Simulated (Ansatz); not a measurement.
# C2H4AlN: small, medium and large basis sets

The task here is to estimate one member of a computed series from the others.

The runs use Ansatz 0.2.0, Gaussian basis; one geometry, several basis sets.

Levels to be run: PBE0-D4/def2-SVP; ωB97M-V/def2-SVP; PBE0-D4/def2-QZVPP; ωB97M-V/def2-QZVPP; the functionals' def2-TZVPP values are taken from earlier runs.

1 further run of the same task is left out (it didn't finish).

## The geometry

The geometry comes from an earlier relaxation with PBE0-D4 in a triple-zeta def2 set; it is a stationary point, not always the lowest conformer.

SMILES `N#C[CH2][AlH2]`, 8 atoms, charge 0, spin multiplicity 1.

Atoms are counted from 1 here; the program's logs count them from 0.

Bond lengths: N1–C2 1.155 Å, C2–C3 1.439 Å, C3–Al4 1.991 Å, C3–H5 1.091 Å, C3–H6 1.091 Å, Al4–H7 1.579 Å, Al4–H8 1.579 Å. Angles: N1–C2–C3 172.8°, C2–C3–Al4 98.1°, C2–C3–H5 110.6°, C2–C3–H6 110.6°, Al4–C3–H5 113.5°, Al4–C3–H6 113.5°, H5–C3–H6 109.9°, C3–Al4–H7 117.8°, C3–Al4–H8 117.8°, H7–Al4–H8 124.3°.

As a file:

```xyz
8

N    -0.89633    1.14990    1.89167
C    -0.11336    0.89180    1.08271
C     0.74438    0.44774    0.01577
Al   -0.45495   -0.94540   -0.74802
H     1.67789    0.04759    0.41475
H     0.95507    1.26682   -0.67377
H    -1.47560   -0.50510   -1.86945
H    -0.34500   -2.41044   -0.16945
```

Set-up of the first run:

Input file in.yaml:

```yaml
crystal:
  periodic: [false, false, false]
  atoms:
    - {symbol: N, position_ang: [-0.896330, 1.149898, 1.891674]}
    - {symbol: C, position_ang: [-0.113365, 0.891797, 1.082705]}
    - {symbol: C, position_ang: [0.744383, 0.447738, 0.015769]}
    - {symbol: Al, position_ang: [-0.454950, -0.945397, -0.748024]}
    - {symbol: H, position_ang: [1.677889, 0.047588, 0.414747]}
    - {symbol: H, position_ang: [0.955072, 1.266817, -0.673767]}
    - {symbol: H, position_ang: [-1.475597, -0.505099, -1.869453]}
    - {symbol: H, position_ang: [-0.345002, -2.410441, -0.169451]}
basis:
  gaussian: {orbitals: def2-SVP}
hamiltonian: {xc: pbe0, dispersion: d4}
output: {orbitals: {seedname: orbitals}}
```

Started as:

```sh
$ ansatz run in.yaml --threads 2 --pin off --events-out ev --progress --plain --max-ram 4352MiB
```

Among the steps run: PBE0-D4 in def2-SVP; ωB97M-V in def2-SVP; PBE0-D4 in def2-QZVPP; ωB97M-V in def2-QZVPP.

One table of the session follows, with a row left open; its other results are not shown here.

It belongs to the step «Density functionals: the series». 

```
functional       basis  HOMO (eV)  LUMO (eV)
   PBE0-D4    def2-SVP      -8.28      -1.77
   PBE0-D4  def2-TZVPP          ?          ?
   PBE0-D4  def2-QZVPP      -8.33      -1.83
   ωB97M-V    def2-SVP     -10.42      -0.05
   ωB97M-V  def2-TZVPP     -10.50      -0.18
   ωB97M-V  def2-QZVPP     -10.50      -0.31
```

**Question.** Estimate the row for PBE0-D4, def2-TZVPP.

The run gave: HOMO (eV): -8.32; LUMO (eV): -1.81. In the column «HOMO (eV)» it lies between PBE0-D4, def2-QZVPP (-8.33) and PBE0-D4, def2-SVP (-8.28).
